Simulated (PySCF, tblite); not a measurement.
# CH₁₂OSi₄: geometry, infrared bands and NMR shifts

Wanted: the infrared bands and NMR shifts of CH₁₂OSi₄ (`CO[SiH2][SiH]([SiH3])[SiH3]`), by calculation.

The runs use tblite 0.8.0 and PySCF 2.14.0, with density-fitted response routines of our own; the level of theory stands in each step. All values are computed, except where a source is named. Atoms count from 0, in the outputs and in this text.

## 1. Starting geometry

18 atoms, charge 0, multiplicity 1; geometry from: force field or distance geometry start.

Bonds of the start (Å): C0–O1 1.43, O1–Si2 1.65, Si2–Si3 2.28, Si3–Si4 2.26, Si3–Si5 2.28, C0–H6 1.09, C0–H7 1.09, C0–H8 1.10, Si2–H9 1.48, Si2–H10 1.49, Si3–H11 1.51, Si4–H12 1.49, Si4–H13 1.48, Si4–H14 1.49, Si5–H15 1.47, Si5–H16 1.49, Si5–H17 1.48.

## 2. Optimising the geometry with GFN2-xTB

What the job is given:

```
{"job": {"kind": "relax", "xc": "GFN2-xTB", "basis": "xTB"}, "charge": 0, "multiplicity": 1}
C      3.469500     0.251700     0.189500
O      2.088400     0.466600     0.499500
Si     0.973800    -0.591700    -0.114000
Si    -1.123900    -0.046600     0.601900
Si    -1.651900     1.952700    -0.306900
Si    -2.521700    -1.584400    -0.344500
H      4.048200     1.038000     0.681500
H      3.639900     0.340400    -0.884500
H      3.816600    -0.719400     0.560100
H      1.320100    -1.965900     0.308500
H      1.035300    -0.534500    -1.599500
H     -1.244200    -0.052700     2.105000
H     -0.782700     3.039200     0.216300
H     -3.055000     2.308100    -0.001300
H     -1.515100     1.910000    -1.790500
H     -2.378200    -1.567500    -1.808000
H     -2.195300    -2.947300     0.148100
H     -3.932600    -1.290300     0.000400
```

On the command line:

```sh
$ OMP_NUM_THREADS=1 python probes_run.py task.json out
```

One launch serves the whole session: the jobs run in the order shown.

**Question.** This job is followed by: GFN2-xTB harmonic vibrations, gas phase; GIAO PBE0/pcSseg-1 NMR shielding, non-relativistic, gas phase. Predict these results of the whole session: strongest single infrared mode (GFN2-xTB); zero-point energy (GFN2-xTB); 13C shifts against TMS (PBE0/pcSseg-1); 1H shifts against TMS (PBE0/pcSseg-1, means over atoms taken as alike); 17O shifts against H2O (PBE0/pcSseg-1); 29Si shifts against TMS (PBE0/pcSseg-1, means over atoms taken as alike); surface potential, 1st and 99th percentile.

**Answer**, as computed:

| quantity | value |
| --- | --- |
| strongest single infrared mode (GFN2-xTB) | 764 cm⁻¹, 876 km/mol |
| zero-point energy (GFN2-xTB) | 71.0 kcal/mol |
| 13C shifts against TMS (PBE0/pcSseg-1) | 56.7 ppm |
| 1H shifts against TMS (PBE0/pcSseg-1, means over atoms taken as alike) | 5.38, 3.67, 3.64, 2.91 ppm |
| 17O shifts against H2O (PBE0/pcSseg-1) | -4.5 ppm |
| 29Si shifts against TMS (PBE0/pcSseg-1, means over atoms taken as alike) | -11.9, -111.0, -146.4 ppm |
| surface potential, 1st and 99th percentile | -0.87 V and 1.09 V |

**Reading.** Over 273 steps the energy fell by 0.395 eV; of the close pairs, Si3–Si4 changed most, 2.259 to 2.333 Å. No mode is imaginary among the 48: a minimum at this level. The strongest single mode, at 764 cm⁻¹, has its largest shares on H14, H15, H17 and H13 (the list is cut at 4 atoms). Unscaled tight-binding wavenumbers are off by several per cent, some by more. Its intensities can rank the bands wrongly. At PBE0/pcSseg-1: The largest span, 169 ppm, is at Si2, where the paramagnetic term is -521 ppm. By nearest atom (PBE0/pcSseg-1), the HOMO sits on Si2, Si3 about 23 % each; O1 13 % and the LUMO on Si2, Si3 about 18 % each; H9, H10 about 10 % each.
